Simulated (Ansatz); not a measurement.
# F₂H₄O₄Si₂: geometry optimisation

Aim: relax F₂H₄O₄Si₂ from a cheap starting geometry.

The runs use Ansatz 0.2.0, Gaussian basis; RKS PBE0-D4/def2-TZVP.

The runs, in order: relaxation at PBE0-D4/def2-TZVP.

1 further run of the same task is left out (set aside as unsound or not needed).

### 1 Starting geometry

SMILES `O[SiH](O)O[Si](O)(F)F`, 12 atoms, charge 0, spin multiplicity 1.

Atoms are counted from 1 here; the program's logs count them from 0.

Bond lengths: O1–Si2 1.604 Å, O1–H9 0.955 Å, Si2–O3 1.617 Å, Si2–O4 1.652 Å, Si2–H10 1.444 Å, O3–H11 0.955 Å, O4–Si5 1.576 Å, Si5–O6 1.611 Å, Si5–F7 1.591 Å, Si5–F8 1.591 Å, O6–H12 0.955 Å. Angles: Si2–O1–H9 122.7°, O1–Si2–O3 110.7°, O1–Si2–O4 109.8°, O1–Si2–H10 105.6°, O3–Si2–O4 108.1°, O3–Si2–H10 115.9°, O4–Si2–H10 106.6°, Si2–O3–H11 119.4°, Si2–O4–Si5 140.8°, O4–Si5–O6 110.9°, O4–Si5–F7 110.0°, O4–Si5–F8 110.7°, O6–Si5–F7 110.5°, O6–Si5–F8 110.3°, F7–Si5–F8 104.3°, Si5–O6–H12 120.2°.

The start is a GFN2-xTB geometry.

### 2 Relaxation at PBE0-D4/def2-TZVP

Input file in.yaml:

```yaml
crystal:
  periodic: [false, false, false]
  atoms:
    - {symbol: O, position_ang: [-2.172850, 1.520330, -0.864780]}
    - {symbol: Si, position_ang: [-1.128710, 0.307790, -0.968520]}
    - {symbol: O, position_ang: [-1.685340, -0.993740, -0.186070]}
    - {symbol: O, position_ang: [0.307960, 0.745780, -0.279780]}
    - {symbol: Si, position_ang: [1.496960, 0.137470, 0.556810]}
    - {symbol: O, position_ang: [1.201570, -1.398610, 0.941280]}
    - {symbol: F, position_ang: [1.737410, 1.004900, 1.869040]}
    - {symbol: F, position_ang: [2.865140, 0.253140, -0.246690]}
    - {symbol: H, position_ang: [-2.525490, 1.827010, -0.031980]}
    - {symbol: H, position_ang: [-0.874050, 0.135070, -2.378900]}
    - {symbol: H, position_ang: [-1.066000, -1.637680, 0.151740]}
    - {symbol: H, position_ang: [1.843390, -1.901450, 1.437850]}
basis:
  gaussian: {orbitals: def2-TZVP}
hamiltonian: {xc: pbe0, dispersion: d4}
relax: {f_tol: 0.005, max_steps: 150}
```

On the command line:

```console
$ ansatz run in.yaml --threads 2 --pin off --events-out ev --progress --plain --max-ram 32768MiB --backend cuda --devices 0, --max-vram 18GiB
```

Before running them: what should the planned runs give, taken together? Wanted: point group; shift from the start; total energy; dispersion term; dipole moment.

The runs gave:

| quantity | value |
| --- | --- |
| point group | C1 |
| steps | 15 |
| shift from the start (rms) | 0.110 Å |
| total energy | -29439.9703 eV |
| dispersion term | -278 meV |
| dipole moment | 2.84 D |

**Reading.** The atoms moved 0.11 Å (rms) from the start; the bond that changed most is Si2–H10, from 1.444 to 1.469 Å. No vibrations were run, so it is not proven to be a minimum. The largest Mulliken charge, +0.86 e, sits on Si5.
